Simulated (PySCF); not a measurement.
# [Gd(NH3)2]3+: other functionals and bases at one geometry

How far do other levels of theory move the description of [Gd(NH3)2]3+, and what does each cost? It is a constructed species; whether it can be made isn't addressed.

Method: several levels, as the steps say, no spin–orbit coupling; program: PySCF 2.14.0.

4 further runs of the same task are left out: 2 for a known fault of the program, 1 that didn't finish, 1 set aside as unsound or not needed.

## (1) The starting structure

9 atoms, charge 3, spin multiplicity 1.

Bond lengths: Gd1–N2 2.392 Å, Gd1–N6 2.392 Å, N2–H3 1.043 Å, N2–H4 1.042 Å, N2–H5 1.043 Å, N6–H7 1.043 Å, N6–H8 1.042 Å, N6–H9 1.043 Å. Angles: N2–Gd1–N6 109.6°, Gd1–N2–H3 114.9°, Gd1–N2–H4 116.6°, Gd1–N2–H5 116.4°, H3–N2–H4 102.3°, H3–N2–H5 102.1°, H4–N2–H5 102.4°, Gd1–N6–H7 115.1°, Gd1–N6–H8 116.9°, Gd1–N6–H9 115.9°, H7–N6–H8 102.3°, H7–N6–H9 102.1°, H8–N6–H9 102.3°.

Geometry (Å):

```xyz
9

Gd    1.1768    0.1916    0.0000
N    -0.1853   -0.0263    1.9545
H     0.2424    0.3420    2.8323
H    -1.1074    0.4588    1.9364
H    -0.4492   -0.9971    2.2296
N    -0.1851   -0.0296   -1.9541
H     0.2667   -0.5213   -2.7559
H    -1.0800   -0.5527   -1.8489
H    -0.4989    0.8623   -2.3939
```

Formal oxidation states: Gd +3. Each metal's 7 4f electrons lie in its core potential, so multiplicities, spins and levels count the valence alone. An earlier session relaxed this geometry at r2SCAN, Gd lcecp-1-SVP with ECP53, N def2-SVP, H def2-SVP (singlet, point group C1).

At r2SCAN on the finer grid: E = -147.731928 Eh, HOMO -24.71 eV, LUMO -18.53 eV, Mulliken charge on Gd1 +2.12 e, largest force component 0.018 eV/Å. 

Levels to run: revPBE; B3LYP; BP86; PBE0; r2SCAN, TZVP; PBE0, SVP. Hardware: 2 threads of AMD EPYC 7B13 (Zen 3), shared host.

## (2) revPBE

The input, run.py (the lines that set the calculation):

```python
mol = gto.M(atom='''
Gd     1.17680     0.19160    -0.00003
N     -0.18526    -0.02626     1.95452
H      0.24236     0.34201     2.83225
H     -1.10737     0.45881     1.93636
H     -0.44916    -0.99713     2.22962
N     -0.18509    -0.02958    -1.95411
H      0.26672    -0.52131    -2.75587
H     -1.08001    -0.55272    -1.84889
H     -0.49889     0.86235    -2.39385''',
    basis={'Gd': 'lcecp-1-SVP', 'N': 'def2-SVP', 'H': 'def2-SVP'},
    ecp={'Gd': 'lcecp-1-SVP'},
    charge=3, spin=0)
mf = dft.RKS(mol, xc='PBE_R,PBE')
mf.grids.atom_grid = (75, 302)  # f atoms: unpruned, at least (60, 302)
mf = mf.density_fit()  # fitting sets: Gd AutoAux, N def2-universal-JKFIT, H def2-universal-JKFIT
mf.conv_tol = 1e-08; mf.max_cycle = 55
mf.kernel(dm0)  # dm0: the density of the relaxed state
```

Started as:

```sh
$ OMP_NUM_THREADS=2 python run.py
```

## (3) B3LYP

run.py (the lines that set the calculation), as its differences from that of step 2:

```diff
@@ -13,3 +13,3 @@
     charge=3, spin=0)
-mf = dft.RKS(mol, xc='PBE_R,PBE')
+mf = dft.RKS(mol, xc='B3LYP')
 mf.grids.atom_grid = (75, 302)  # f atoms: unpruned, at least (60, 302)
```

## (4) BP86

run.py (the lines that set the calculation), as its differences from that of step 3:

```diff
@@ -13,3 +13,3 @@
     charge=3, spin=0)
-mf = dft.RKS(mol, xc='B3LYP')
+mf = dft.RKS(mol, xc='B88,P86')
 mf.grids.atom_grid = (75, 302)  # f atoms: unpruned, at least (60, 302)
```

## (5) PBE0

run.py (the lines that set the calculation), as its differences from that of step 4:

```diff
@@ -13,3 +13,3 @@
     charge=3, spin=0)
-mf = dft.RKS(mol, xc='B88,P86')
+mf = dft.RKS(mol, xc='PBE0')
 mf.grids.atom_grid = (75, 302)  # f atoms: unpruned, at least (60, 302)
```

## (6) r2SCAN, TZVP

Basis: Gd lcecp-1-TZVP with ECP53, N def2-TZVP, H def2-TZVP. 

run.py (the lines that set the calculation), as its differences from that of step 5:

```diff
@@ -10,6 +10,6 @@
 H     -0.49889     0.86235    -2.39385''',
-    basis={'Gd': 'lcecp-1-SVP', 'N': 'def2-SVP', 'H': 'def2-SVP'},
-    ecp={'Gd': 'lcecp-1-SVP'},
+    basis={'Gd': 'lcecp-1-TZVP', 'N': 'def2-TZVP', 'H': 'def2-TZVP'},
+    ecp={'Gd': 'lcecp-1-TZVP'},
     charge=3, spin=0)
-mf = dft.RKS(mol, xc='PBE0')
+mf = dft.RKS(mol, xc='R2SCAN')
 mf.grids.atom_grid = (75, 302)  # f atoms: unpruned, at least (60, 302)
@@ -17,2 +17,2 @@
 mf.conv_tol = 1e-08; mf.max_cycle = 55
-mf.kernel(dm0)  # dm0: the density of the relaxed state
+mf.kernel(dm0)  # dm0: free metal ions and neutral atoms
```

## (7) PBE0, SVP

Basis: Gd def2-SVP with ECP28, N def2-SVP, H def2-SVP. The 4f electrons are now in the valence.

The input, run.py (the lines that set the calculation):

```python
mol = gto.M(atom='''
Gd     1.17680     0.19160    -0.00003
N     -0.18526    -0.02626     1.95452
H      0.24236     0.34201     2.83225
H     -1.10737     0.45881     1.93636
H     -0.44916    -0.99713     2.22962
N     -0.18509    -0.02958    -1.95411
H      0.26672    -0.52131    -2.75587
H     -1.08001    -0.55272    -1.84889
H     -0.49889     0.86235    -2.39385''',
    basis={'Gd': 'def2-SVP', 'N': 'def2-SVP', 'H': 'def2-SVP'},
    ecp={'Gd': 'def2-SVP'},
    charge=3, spin=7)
mf = dft.UKS(mol, xc='PBE0')
mf.grids.atom_grid = (75, 302)  # f atoms: unpruned, at least (60, 302)
mf = mf.density_fit()  # fitting sets: Gd def2-universal-JKFIT, N def2-universal-JKFIT, H def2-universal-JKFIT
mf.conv_tol = 1e-08; mf.max_cycle = 55
mf.kernel(dm0)  # dm0: free metal ions and neutral atoms
```

What does the calculation give? Wanted: for each run, HOMO; gap; charge on Gd1; dipole; largest force.

**Answer**, as computed:

| level | state | HOMO (eV) | gap (eV) | charge on Gd1 (e) | dipole (D) | largest force (eV/Å) | basis functions | time |
| --- | --- | --- | --- | --- | --- | --- | --- | --- |
| r2SCAN (relaxed here) | singlet | -24.71 | 6.18 | 2.12 | 3.73 | 0.02 | 91 | 27 s |
| revPBE | singlet | -24.40 | 5.38 | 2.04 | 3.93 | 0.29 | 91 | 5.3 s |
| B3LYP | singlet | -25.61 | 7.11 | 2.10 | 3.71 | 0.10 | 91 | 4.5 s |
| BP86 | singlet | -24.53 | 5.47 | 2.04 | 3.97 | 0.34 | 91 | 5.1 s |
| PBE0 | singlet | -25.90 | 7.81 | 2.12 | 3.67 | 0.10 | 91 | 4.5 s |
| r2SCAN, TZVP | singlet | -24.61 | 6.16 | 2.29 | 3.76 | 0.34 | 145 | 18 s |
| PBE0, SVP | octet | -25.97 | 7.00 | 2.10 | 4.00 | 0.48 | 136 | 23 s |

Times are on 2 threads of AMD EPYC 7B13 (Zen 3), shared host; the first row also made further properties. The dipole of a charged species depends on the origin, so these sizes hold for this origin alone.

In one basis the HOMO–LUMO gap runs from 5.38 eV (revPBE) to 7.81 eV (PBE0). The largest leftover force, 0.48 eV/Å with PBE0, SVP, stands at a geometry relaxed at another level. The Mulliken charge on Gd spans +2.04 to +2.29 e over the levels. With 4f in the core, its levels are missing from HOMO and gap. Total energies of different levels can't be compared. Spin–orbit coupling is left out throughout.
